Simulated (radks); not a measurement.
# Sm²⁹⁺ in [Ar] 3d10 4s1 4p3 5s1: an all-electron calculation

An exercise on one series of results from a longer session: the logs are not shown, and one member is left open.

Program: radks (a radial shooting solver on a logarithmic mesh, Libxc functionals) version 1. Level of theory: Dirac Kohn-Sham, exchange-only LDA, spin-unpolarised, spherical densities, finite nucleus; open shells fill j = l - 1/2 first. These are calculated values, not measurements, unless marked.

### Starting point

| Property | Result |
| --- | --- |
| element | samarium (Z = 62) |
| charge | +29 |
| electrons | 33 |
| configuration | [Ar] 3d10 4s1 4p3 5s1 |
| nuclear rms radius | 5.0819 fm |

The first run:

The run's settings:

```text
Z 62
configuration [Ar] 3d10 4s1 4p3 5s1 4d0 5p0
relativity Dirac
functional lda,
spin unpolarised
j_filling energy
nucleus finite rms 5.0819 fm
c 137.035999084
```

One of the session's tables, all rows but one given; the rest of the session is left out.

It belongs to the step «Shells». Radial moments (bohr):

```
level      <r>  outermost maximum (interpolated)  90 % within  nodes
1s1/2  0.02276                            0.0145       0.0411      0
2s1/2  0.09643                            0.0823        0.150      1
2p1/2  0.08064                            0.0623        0.133      0
2p3/2  0.08724                            0.0680        0.142      0
3s1/2   0.2516                             0.232        0.369      2
3p1/2   0.2407                             0.219        0.361      1
3p3/2   0.2528                             0.231        0.377      1
3d3/2   0.2236                             0.183        0.348      0
3d5/2   0.2274                             0.186        0.353      0
4s1/2   0.5175                             0.506        0.732      3
4p1/2   0.5177                             0.505        0.740      2
4p3/2   0.5357                             0.524        0.764      2
4d3/2        ?                                 ?            ?      ?
4d5/2   0.5348                             0.517        0.778      1
5s1/2   0.8906                             0.916         1.23      4
5p1/2   0.9022                             0.929         1.26      3
5p3/2   0.9256                             0.955         1.29      3
```

Q: Estimate the row for 4d3/2 from the others.

The run gave: <r>: 0.5297; outermost maximum (interpolated): 0.512; 90 % within: 0.771; nodes: 1. In the column «<r>» it lies between 4p1/2 (0.5177) and 4d5/2 (0.5348).
